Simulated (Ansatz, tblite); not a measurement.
# The cluster NaAlF4: one state, many levels

An exercise on one series of results from a longer session: the logs are not shown, and one member is left open.

Program: Ansatz 0.2.0, Gaussian basis. Level of theory: as each input shows. These are calculated values, not measurements.

Plan: GFN1-xTB, GFN2-xTB, PBE-D4/def2-TZVP, r2SCAN-D4/def2-TZVP, BLYP-D4/def2-TZVP, B97M-V/def2-TZVP, PBE-D4/def2-SVP, PBE0-D4/def2-SVP, HF/STO-3G, PBE0-D4/def2-TZVPD, PBE-D4/def2-TZVPD, r2SCAN-D4/def2-TZVPD, CCSD(T)/def2-TZVPP, MP2/def2-TZVP, RPA/def2-TZVP.

2 further runs of the same task are left out: 2 set aside as unsound or not needed. Runs told in other sessions of the task aren't counted.

## The geometry

The singlet was relaxed beforehand with r2SCAN-D4/def2-SVP. At that level it is the lowest of the isomers that a small search found.

6 atoms, charge 0, spin multiplicity 1.

Bond lengths: Na1–F4 2.112 Å, Na1–F5 2.112 Å, Al2–F3 1.667 Å, Al2–F4 1.745 Å, Al2–F5 1.745 Å, Al2–F6 1.667 Å. Angles: F4–Na1–F5 73.4°, F3–Al2–F4 111.0°, F3–Al2–F5 111.0°, F3–Al2–F6 117.6°, F4–Al2–F5 92.6°, F4–Al2–F6 111.0°, F5–Al2–F6 111.0°, Na1–F4–Al2 97.0°, Na1–F5–Al2 97.0°.

Coordinates:

| atom | x (Å) | y (Å) | z (Å) |
| --- | --- | --- | --- |
| Na1 | -1.81027 | 1.38760 | -0.31328 |
| Al2 | 0.46962 | -0.35998 | 0.08123 |
| F3 | 2.02728 | 0.18795 | -0.14494 |
| F4 | -0.53312 | 0.02147 | -1.29503 |
| F5 | -0.42349 | 0.71195 | 1.12933 |
| F6 | 0.26997 | -1.94898 | 0.54268 |

PBE0-D4/def2-TZVP was run before; its log isn't repeated, and its numbers join the tables.

The first run:

Tight binding, by tblite at 300 K electronic temperature and without a spin-polarisation term:

```python
tblite.interface.Calculator('GFN1-xTB', numbers, positions, charge=0, uhf=0).singlepoint()
```

Tight binding, by tblite at 300 K electronic temperature and without a spin-polarisation term:

```python
tblite.interface.Calculator('GFN2-xTB', numbers, positions, charge=0, uhf=0).singlepoint()
```

start.molden holds the orbitals of an earlier run on this state, given as this run's starting guess.

Contents of in.yaml:

```yaml
crystal:
  periodic: [false, false, false]
  atoms:
    - {symbol: Na, position_ang: [-1.810273, 1.387597, -0.313278]}
    - {symbol: Al, position_ang: [0.469622, -0.359985, 0.081229]}
    - {symbol: F, position_ang: [2.027284, 0.187953, -0.144942]}
    - {symbol: F, position_ang: [-0.533118, 0.021471, -1.295027]}
    - {symbol: F, position_ang: [-0.423485, 0.711945, 1.129331]}
    - {symbol: F, position_ang: [0.269969, -1.948981, 0.542677]}
basis:
  gaussian: {orbitals: def2-TZVP, initial_orbitals: start.molden}
hamiltonian: {xc: pbe, dispersion: d4}
scf: {omitted_lower_state_checks: [starts]}
output: {forces: true, orbitals: {seedname: orbitals}}
```

On the command line:

```console
ansatz run in.yaml --threads 4 --pin off --events-out ev --progress --plain --max-ram 8704MiB
```

Among the steps run: PBE-D4/def2-TZVP; r2SCAN-D4/def2-TZVP; BLYP-D4/def2-TZVP; B97M-V/def2-TZVP; PBE-D4/def2-SVP; PBE0-D4/def2-SVP; HF/STO-3G; PBE0-D4/def2-TZVPD; PBE-D4/def2-TZVPD; r2SCAN-D4/def2-TZVPD; CCSD(T)/def2-TZVPP; MP2/def2-TZVP; RPA/def2-TZVP.

One table of the session follows, with a row left open; its other results are not shown here.

| level | HOMO (eV) | LUMO (eV) | gap (eV) |
| --- | --- | --- | --- |
| HF/STO-3G | -7.70 | 10.81 | 18.51 |
| PBE-D4/def2-SVP | -7.39 | -2.26 | 5.13 |
| PBE-D4/def2-TZVP | -7.85 | -2.28 | 5.57 |
| PBE-D4/def2-TZVPD | -7.96 | -2.26 | 5.70 |
| BLYP-D4/def2-TZVP | -7.80 | -2.43 | 5.36 |
| r2SCAN-D4/def2-TZVP | -8.33 | -1.49 | 6.84 |
| r2SCAN-D4/def2-TZVPD | -8.41 | -1.45 | 6.95 |
| B97M-V/def2-TZVP | ? | ? | ? |
| PBE0-D4/def2-SVP | -9.56 | -1.70 | 7.86 |
| PBE0-D4/def2-TZVP | -9.92 | -1.70 | 8.22 |
| PBE0-D4/def2-TZVPD | -10.00 | -1.67 | 8.33 |

**Question.** Estimate the row for B97M-V/def2-TZVP.

As computed: HOMO (eV): -8.43; LUMO (eV): -2.00; gap (eV): 6.43. In the column «HOMO (eV)» it lies between PBE0-D4/def2-SVP (-9.56) and r2SCAN-D4/def2-TZVPD (-8.41).
